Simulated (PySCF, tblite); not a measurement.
**C8H14BF: geometry, infrared bands and NMR shifts**

Wanted: the infrared bands and NMR shifts of C8H14BF (`C=CC/C(C)=C/[C@H](C)BF`), by calculation.

The runs use tblite 0.8.0 and PySCF 2.14.0, with density-fitted response routines of our own; the level of theory stands in each step. All values are computed, except where a source is named. Atoms count from 0, in the outputs and in this text.

## (1) The starting structure

24 atoms, charge 0, multiplicity 1; geometry from: force field or distance geometry start.

Bonds of the start (Å): C0–C1 1.35, C1–C2 1.48, C2–C3 1.50, C3–C4 1.49, C3–C5 1.31, C5–C6 1.49, C6–C7 1.53, C6–B8 1.59, B8–F9 1.44, C0–H10 1.08, C0–H11 1.07, C1–H12 1.09, C2–H13 1.12, C2–H14 1.10, C4–H15 1.09, C4–H16 1.12, C4–H17 1.10, C5–H18 1.09, C6–H19 1.09, C7–H20 1.10, C7–H21 1.10, C7–H22 1.11, B8–H23 1.19.

## (2) Geometry optimisation with GFN2-xTB

Job settings and geometry (Å):

```
{"job": {"kind": "relax", "xc": "GFN2-xTB", "basis": "xTB"}, "charge": 0, "multiplicity": 1}
C      3.673500     0.591700    -0.308000
C      2.826500    -0.428100    -0.073100
C      1.718500    -0.187400     0.877500
C      0.386100    -0.392700     0.217100
C      0.120500    -1.767300    -0.306700
C     -0.539700     0.532800     0.107300
C     -1.816300     0.165400    -0.572600
C     -2.240200     1.413300    -1.341300
B     -2.933300    -0.048800     0.536100
F     -4.152600    -0.754200     0.233200
H      3.536500     1.562000     0.147600
H      4.481900     0.422100    -0.986400
H      2.984900    -1.402900    -0.535500
H      1.798400     0.873700     1.217500
H      1.821600    -0.808500     1.783800
H      0.261600    -1.810900    -1.382300
H      0.831100    -2.474200     0.191000
H     -0.887100    -2.098500    -0.009300
H     -0.375000     1.539800     0.497200
H     -1.705100    -0.693200    -1.240000
H     -3.229100     1.794900    -1.042200
H     -1.463800     2.191300    -1.241100
H     -2.206300     1.126100    -2.414400
H     -2.904200     0.673200     1.485700
```

Launch:

```sh
$ OMP_NUM_THREADS=1 python probes_run.py task.json out
```

This one command runs all jobs of the session in turn.

**Question.** This job is followed by: GFN2-xTB harmonic vibrations, gas phase; GIAO PBE0/pcSseg-1 NMR shielding, non-relativistic, gas phase. What will the session give for the following? strongest single infrared mode (GFN2-xTB); zero-point energy (GFN2-xTB); ¹³C shifts against TMS (PBE0/pcSseg-1); ¹H shifts against TMS (PBE0/pcSseg-1, means over atoms taken as alike); ¹¹B shifts against BF3·OEt2 (PBE0/pcSseg-1); ¹⁹F shifts against CFCl3 (PBE0/pcSseg-1).

As calculated:

```
                                                              quantity                                                           value
                             strongest single infrared mode (GFN2-xTB)                                           1252 cm⁻¹, 204 km/mol
                                          zero-point energy (GFN2-xTB)                                                  125.1 kcal/mol
                                ¹³C shifts against TMS (PBE0/pcSseg-1)          151.6, 145.1, 127.1, 120.3, 54.3, 34.2, 20.5, 16.6 ppm
¹H shifts against TMS (PBE0/pcSseg-1, means over atoms taken as alike)  6.33, 5.35, 5.22, 5.05, 4.98, 3.02, 2.78, 2.05, 2.01, 1.17 ppm
                           ¹¹B shifts against BF3·OEt2 (PBE0/pcSseg-1)                                                        48.6 ppm
                              ¹⁹F shifts against CFCl3 (PBE0/pcSseg-1)                                                       -35.6 ppm
```

What this shows: Over 129 steps the energy fell by 0.974 eV; of the close pairs, B8–F9 changed most, 1.441 to 1.320 Å. All 66 modes are real, so the xTB geometry is a minimum. The strongest single mode, at 1252 cm⁻¹, is carried by B8, H19, F9. GFN2-xTB is a fitted tight-binding method: band positions and strengths are rough. Its intensities can rank the bands wrongly. At PBE0/pcSseg-1: The widest tensor belongs to F9: span 438 ppm, with a paramagnetic part of -262 ppm.
